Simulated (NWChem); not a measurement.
# MP2/def2-SVPD (core potential) run of SnH4 (SMILES [SnH4]), part 2 of 2

NWChem 7.3.0.

## 3. The triplet: a single-point energy at UMP2/def2-SVPD (core potential)

nw.xyz

```xyz
5

Sn     0.000030     0.000010     0.000040
H      0.823920    -0.853480     1.222940
H     -1.563610     0.403420     0.543140
H     -0.116810    -0.974610    -1.392490
H      0.856470     1.424640    -0.373640
```

nw.nw

```
start nw
memory 2200 mb
charge 0

geometry noautosym nocenter noautoz
   load nw.xyz
end

basis spherical bse
   * library def2-SVPD
end

ecp bse
   Sn library def2-SVPD
end

scf
   triplet
   uhf
   thresh 1e-08
   maxiter 80
   print medium
end

mp2
   freeze core 4
   tight
end

task mp2 energy
```

On the command line:

```console
$ nwchem nw.nw > nw.out
```

What it wrote:

```text
Northwest Computational Chemistry Package (NWChem) 7.3.0
             --------------------------------------------------------

           Job information
           ---------------

    nwchem branch   = 7.3.0
    use scalapack   = T
    input           = nw.nw
    prefix          = nw.
    data base       = ./nw.db
    status          = startup
    nproc           =        1

           Memory information
           ------------------

    heap     =     72089596 doubles =      550.0 Mbytes
    stack    =     72089601 doubles =      550.0 Mbytes
    global   =    144179200 doubles =     1100.0 Mbytes (distinct from heap & stack)
    total    =    288358397 doubles =     2200.0 Mbytes
    verify   = yes
    hardfail = no

           Directory information
           ---------------------

  0 permanent = .
  0 scratch   = .

                                NWChem Input Module
                                -------------------

 Scaling coordinates for geometry "geometry" by  1.889725989
 (inverse scale =  0.529177249)

                             Geometry "geometry" -> ""
                             -------------------------

 Output coordinates in angstroms (scale by  1.889725989 to convert to a.u.)

  No.       Tag          Charge          X              Y              Z
 ---- ---------------- ---------- -------------- -------------- --------------
    1 Sn                  50.0000     0.00003000     0.00001000     0.00004000
    2 H                    1.0000     0.82392000    -0.85348000     1.22294000
    3 H                    1.0000    -1.56361000     0.40342000     0.54314000
    4 H                    1.0000    -0.11681000    -0.97461000    -1.39249000
    5 H                    1.0000     0.85647000     1.42464000    -0.37364000

      Atomic Mass
      -----------

      Sn               117.901800
      H                  1.007825

 Effective nuclear repulsion energy (a.u.)      63.2611167405

            Nuclear Dipole moment (a.u.)
            ----------------------------
        X                 Y               Z
 ---------------- ---------------- ----------------
     0.0027778972     0.0008881712     0.0036849657

            XYZ format geometry
            -------------------
     5
 geometry
 Sn                    0.00003000     0.00001000     0.00004000
 H                     0.82392000    -0.85348000     1.22294000
 H                    -1.56361000     0.40342000     0.54314000
 H                    -0.11681000    -0.97461000    -1.39249000
 H                     0.85647000     1.42464000    -0.37364000

 ==============================================================================
                                internuclear distances
 ------------------------------------------------------------------------------
       center one      |      center two      | atomic units |  angstroms
 ------------------------------------------------------------------------------
    2 H                |   1 Sn               |     3.21960  |     1.70374
    3 H                |   1 Sn               |     3.21957  |     1.70372
    4 H                |   1 Sn               |     3.21957  |     1.70372
    5 H                |   1 Sn               |     3.21958  |     1.70373
 ------------------------------------------------------------------------------
                         number of included internuclear distances:          4
 ==============================================================================

 ==============================================================================
                                 internuclear angles
 ------------------------------------------------------------------------------
        center 1       |       center 2       |       center 3       |  degrees
 ------------------------------------------------------------------------------
    2 H                |   1 Sn               |   3 H                |   109.49
    2 H                |   1 Sn               |   4 H                |   109.47
    2 H                |   1 Sn               |   5 H                |   109.46
    3 H                |   1 Sn               |   4 H                |   109.45
    3 H                |   1 Sn               |   5 H                |   109.47
    4 H                |   1 Sn               |   5 H                |   109.48
 ------------------------------------------------------------------------------
                            number of included internuclear angles:          6
 ==============================================================================

 Summary of "ao basis" -> "" (spherical)
 ------------------------------------------------------------------------------
       Tag                 Description            Shells   Functions and Types
 ---------------- ------------------------------  ------  ---------------------
 *                         def2-SVPD                  on all atoms

                 ECP       "ecp basis" -> "" (cartesian)
                -----
  [basis functions not shown]

                      Basis "ao basis" -> "ao basis" (spherical)
                      -----
  [basis functions not shown]

 Summary of "ao basis" -> "ao basis" (spherical)
 ------------------------------------------------------------------------------
       Tag                 Description            Shells   Functions and Types
 ---------------- ------------------------------  ------  ---------------------
 Sn                        def2-SVPD                12       32   5s4p3d
 H                         def2-SVPD                 4        8   2s2p

                                 NWChem SCF Module
                                 -----------------

[... 38 lines left out ...]
         Quadratically convergent UHF
[... 1 line left out ...]
 Convergence threshold     :          1.000E-08
[... 7 lines left out ...]
  ga_iter_lsolve: convergence stagnant ... aborting solve
[... 9 lines left out ...]
       Final UHF  results
[... 2 lines left out ...]
         Total SCF energy =   -215.367167749231
      One electron energy =   -434.033039636768
      Two electron energy =    190.191899859919
 Nuclear repulsion energy =     28.473972027619
[... 7 lines left out ...]
          Final alpha eigenvalues
[... 28 lines left out ...]
          Final beta eigenvalues
[... 28 lines left out ...]
                    UHF Final Alpha Molecular Orbital Analysis
[... 261 lines left out ...]
                     UHF Final Beta Molecular Orbital Analysis
[... 234 lines left out ...]
              MO Center= -6.1D-02, -3.8D-02,  7.7D-02, r^2= 8.3D+00
   Bfn.  Coefficient  Atom+Function         Bfn.  Coefficient  Atom+Function
  ----- ------------  ---------------      ----- ------------  ---------------
    16      2.769318  1 Sn py                17     -2.071390  1 Sn pz
    58     -1.768786  5 H  s                 15      1.657011  1 Sn px
    47     -1.105025  3 H  py                34      1.017118  2 H  s
[... 4 lines of this table left out ...]
              MO Center=  2.1D-03,  1.6D-02,  2.3D-02, r^2= 8.4D+00
   Bfn.  Coefficient  Atom+Function         Bfn.  Coefficient  Atom+Function
  ----- ------------  ---------------      ----- ------------  ---------------
    17      3.096098  1 Sn pz                16      2.162870  1 Sn py
    50      1.643014  4 H  s                 64     -1.183425  5 H  pz
    48     -1.024615  3 H  pz                39     -0.929623  2 H  py
[... 4 lines of this table left out ...]
              MO Center=  1.3D-04,  9.6D-03,  1.6D-02, r^2= 6.7D+00
   Bfn.  Coefficient  Atom+Function         Bfn.  Coefficient  Atom+Function
  ----- ------------  ---------------      ----- ------------  ---------------
     4      4.589834  1 Sn s                  3      2.851366  1 Sn s
    50     -1.626581  4 H  s                  5     -1.367386  1 Sn s
    34     -1.198883  2 H  s                 42     -1.198871  3 H  s
[... 4 lines of this table left out ...]
              MO Center=  1.1D-01,  1.6D-01,  4.1D-02, r^2= 5.1D+00
   Bfn.  Coefficient  Atom+Function         Bfn.  Coefficient  Atom+Function
  ----- ------------  ---------------      ----- ------------  ---------------
    13      1.089613  1 Sn py                63      0.857006  5 H  py
    14     -0.816253  1 Sn pz                12      0.635426  1 Sn px
    62      0.523149  5 H  px                38     -0.518647  2 H  px
    16     -0.502946  1 Sn py                23     -0.505205  1 Sn d -2
    28     -0.411454  1 Sn d -2              17      0.374053  1 Sn pz

 center of mass
 --------------
 x =   0.00005435 y =   0.00001780 z =   0.00007231

 moments of inertia (a.u.)
 ------------------
          27.855810559153          -0.000053371175          -0.003566266778
          -0.000053371175          27.856768799519          -0.000687050889
          -0.003566266778          -0.000687050889          27.861883085191

  Mulliken analysis of the total density
  --------------------------------------

    Atom       Charge   Shell Charges
 -----------   ------   -------------------------------------------------------
    1 Sn  22    21.67   0.42  1.60  1.02  0.11  0.23  2.77  3.24  1.43  0.64  9.75  0.37  0.07
    2 H    1     1.10   0.66  0.43  0.01  0.00
    3 H    1     1.10   0.66  0.43  0.01  0.00
    4 H    1     1.02   0.61  0.31  0.01  0.09
    5 H    1     1.10   0.66  0.43  0.01  0.00

  Mulliken analysis of the alpha density
  --------------------------------------

    Atom       Charge   Shell Charges
 -----------   ------   -------------------------------------------------------
    1 Sn  22    11.26   0.21  0.80  0.56  0.03  0.22  1.39  1.61  0.89  0.40  4.87  0.20  0.07
    2 H    1     0.58   0.34  0.23  0.01  0.00
    3 H    1     0.58   0.34  0.23  0.01  0.00
    4 H    1     1.00   0.59  0.30  0.01  0.09
    5 H    1     0.58   0.34  0.23  0.01  0.00

   Mulliken analysis of the beta density
   -------------------------------------

    Atom       Charge   Shell Charges
 -----------   ------   -------------------------------------------------------
    1 Sn  22    10.40   0.21  0.80  0.46  0.08  0.01  1.37  1.63  0.54  0.24  4.88  0.16  0.01
    2 H    1     0.52   0.32  0.20  0.01  0.00
    3 H    1     0.52   0.32  0.20  0.01  0.00
    4 H    1     0.02   0.01  0.01  0.00  0.00
    5 H    1     0.52   0.32  0.20  0.01  0.00

   Mulliken analysis of the spin density
   -------------------------------------

    Atom       Charge   Shell Charges
 -----------   ------   -------------------------------------------------------
    1 Sn  22     0.86   0.01 -0.00  0.10 -0.05  0.20  0.02 -0.02  0.34  0.16 -0.01  0.04  0.06
    2 H    1     0.06   0.02  0.04  0.00 -0.00
    3 H    1     0.06   0.02  0.04  0.00 -0.00
    4 H    1     0.97   0.58  0.30  0.01  0.09
    5 H    1     0.06   0.02  0.04  0.00 -0.00

       Multipole analysis of the density wrt the origin
       ------------------------------------------------

     L   x y z        total         alpha         beta         nuclear
     -   - - -        -----         -----         ----         -------
     0   0 0 0      0.000000    -14.000000    -12.000000     26.000000

     1   1 0 0     -0.052524      0.069653     -0.123368      0.001191
[... 8 lines of this table left out ...]
     2   0 0 2    -25.146147    -27.534119    -11.429257     13.817228

                   NWChem MP2 Semi-direct Energy/Gradient Module
                   ---------------------------------------------

  Basis functions       =     64
  Molecular orbitals    =     64
  Frozen core           =      4
  Frozen virtuals       =      0
  Active alpha occupied =     10
  Active beta occupied  =      8
  Active alpha virtual  =     50
  Active beta virtual   =     52
  Use MO symmetry       = F
  Use skeleton AO sym   = F

  AO/Fock/Back tols     =   1.0D-11  1.0D-11  1.0D-11

 GA uses MA = F    GA memory limited = T

 Available:
  local mem=  1.26D+08
 global mem=  1.44D+08
 local disk=  0.00D+00
   1 passes of  10:        3145728                      21105                   3543079.
   1 passes of  10: M    126149691           G      144171008           F     123003963.

 Semi-direct pass number   1 of   1  for UHF alpha       at       41.7s
 Done moints_semi at       43.1s
 Done maket at       43.2s
 Done multipass loop at       43.2s

 GA uses MA = F    GA memory limited = T

 Available:
  local mem=  1.26D+08
 global mem=  1.44D+08
 local disk=  0.00D+00
   1 passes of   8:        3145728                      18963                   2949031.
   1 passes of   8: M    126149691           G      144171008           F     123003963.

 Semi-direct pass number   1 of   1  for UHF beta        at       43.2s
 Done moints_semi at       44.5s
 Done maket at       44.6s
 Done multipass loop at       44.6s

          -------------------------------------------
          SCF energy                -215.367167749231
          Correlation energy          -0.131595652676
          Singlet pairs                0.000000000000
          Triplet pairs                0.000000000000
          Total MP2 energy          -215.498763401906
          -------------------------------------------

          ---------------------------------------------------
                    Spin Component Scaled (SCS) MP2
          Same spin pairs                     -0.027977015866
          Same spin scaling factor             0.333333333333
          Opposite spin pairs                 -0.103618636809
          Opposite spin scaling fact.          1.200000000000
          SCS-MP2 correlation energy          -0.133668036127
          Total SCS-MP2 energy              -215.500835785357
          ---------------------------------------------------

 -----------------------
 Task  times  cpu:       44.6s     wall:       44.6s
 Total times  cpu:       44.6s     wall:       44.6s
```

Wall time 45 s (1 thread of Intel Xeon Platinum 8259CL at 2.50GHz (Skylake/Cascade Lake), shared host); peak memory 0.14 GiB.

## 4. Outcome

The summary covers parts 1 to 2.

At MP2/def2-SVPD (core potential), 4 core orbitals frozen:

```
                                                           quantity          value
                                              singlet: total energy  -215.77314 Eh
   singlet: dipole moment (of the density that the program reports)         0.00 D
                       singlet: HOMO energy (Hartree–Fock orbitals)      -12.16 eV
                       singlet: LUMO energy (Hartree–Fock orbitals)        1.72 eV
                     singlet: HOMO–LUMO gap (Hartree–Fock orbitals)       13.88 eV
               singlet: correlation energy (4 core orbitals frozen)     -139.8 mEh
                                  singlet: largest force on an atom     0.038 eV/Å
                                              triplet: total energy  -215.49876 Eh
triplet: HOMO energy (Hartree–Fock orbitals) (highest over α and β)       -4.14 eV
 triplet: LUMO energy (Hartree–Fock orbitals) (lowest over α and β)       -2.87 eV
               triplet: correlation energy (4 core orbitals frozen)     -131.6 mEh
                         triplet: ⟨S²⟩ of the reference determinant          2.005
                   vertical energy of the triplet above the singlet       7.466 eV
```

**Reading.** At this shape the triplet lies 7.47 eV (172 kcal/mol) above the singlet.
